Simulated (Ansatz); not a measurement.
# AlGaH7NO: the cost of one run

All numbers below are computed with Ansatz 0.2.0 (RKS B3LYP-D4/def2-SVP).

### 1 The starting structure

Bond lengths: Ga1–N2 2.280 Å, N2–H3 1.060 Å, N2–H4 1.060 Å, Ga1–H5 1.570 Å, Ga1–H6 1.570 Å, Ga1–O7 2.090 Å, O7–Al8 1.780 Å, Al8–H9 1.560 Å, Al8–H10 1.560 Å. Angles: Ga1–N2–H3 120.0°, Ga1–N2–H4 120.0°, H3–N2–H4 120.0°, N2–Ga1–H5 120.0°, N2–Ga1–H6 120.0°, N2–Ga1–O7 71.6°, H5–Ga1–H6 120.0°, H5–Ga1–O7 105.4°, H6–Ga1–O7 92.8°, Ga1–O7–Al8 125.0°, O7–Al8–H9 120.0°, O7–Al8–H10 120.0°, H9–Al8–H10 120.0°.

Coordinates:

```xyz
11

Ga    0.0000    0.0000    0.0000
N     0.0000    0.0000    2.2800
H    -0.8770   -0.2713    2.8100
H     0.8770    0.2713    2.8100
H     1.3596    0.0000   -0.7850
H    -1.3596    0.0000   -0.7850
O    -0.2614    1.9661    0.6590
Al   -1.7621    2.9084    0.4905
H    -3.0146    2.2666   -0.1825
H    -1.8248    4.3759    1.0157
H    -0.1679    1.2627    1.8185
```

### 2 Pulling towards end A

Springs on the bonds that form and break draw the guess towards this end; the thresholds are loose.

Contents of input.yaml:

```yaml
crystal:
  periodic: [false, false, false]
  atoms:
    - { symbol: Ga, position_ang: [0.0, 0.0, 0.0] }
    - { symbol: "N", position_ang: [0.0, 0.0, 2.28] }
    - { symbol: H, position_ang: [-0.877, -0.2713, 2.81] }
    - { symbol: H, position_ang: [0.877, 0.2713, 2.81] }
    - { symbol: H, position_ang: [1.3596, 0.0, -0.785] }
    - { symbol: H, position_ang: [-1.3596, 0.0, -0.785] }
    - { symbol: O, position_ang: [-0.2614, 1.9661, 0.659] }
    - { symbol: Al, position_ang: [-1.7621, 2.9084, 0.4905] }
    - { symbol: H, position_ang: [-3.0146, 2.2666, -0.1825] }
    - { symbol: H, position_ang: [-1.8248, 4.3759, 1.0157] }
    - { symbol: H, position_ang: [-0.1679, 1.2627, 1.8185] }
basis:
  gaussian: { orbitals: def2-SVP }
hamiltonian:
  xc: b3lyp
  dispersion: d4
relax:
  f_tol: 0.15
  max_steps: 25
  restrain:
    - { distance: [0, 6], at: 2.99, k: 30.0 }
    - { distance: [10, 1], at: 2.26, k: 30.0 }
    - { distance: [0, 1], at: 1.93, k: 30.0 }
    - { distance: [10, 6], at: 1.01, k: 30.0 }
output:
  orbitals: {}
```

Started as:

```
> ansatz run input.yaml --threads 4 --pin off --max-ram 5120MiB --backend cpu --events-out ev --progress --plain --runs-dir out
```

**Question.** How long does this run take on 4 threads of Arm Neoverse V1, shared host, and how much memory does it need?

About 43 s, with a peak of 0.27 GiB.
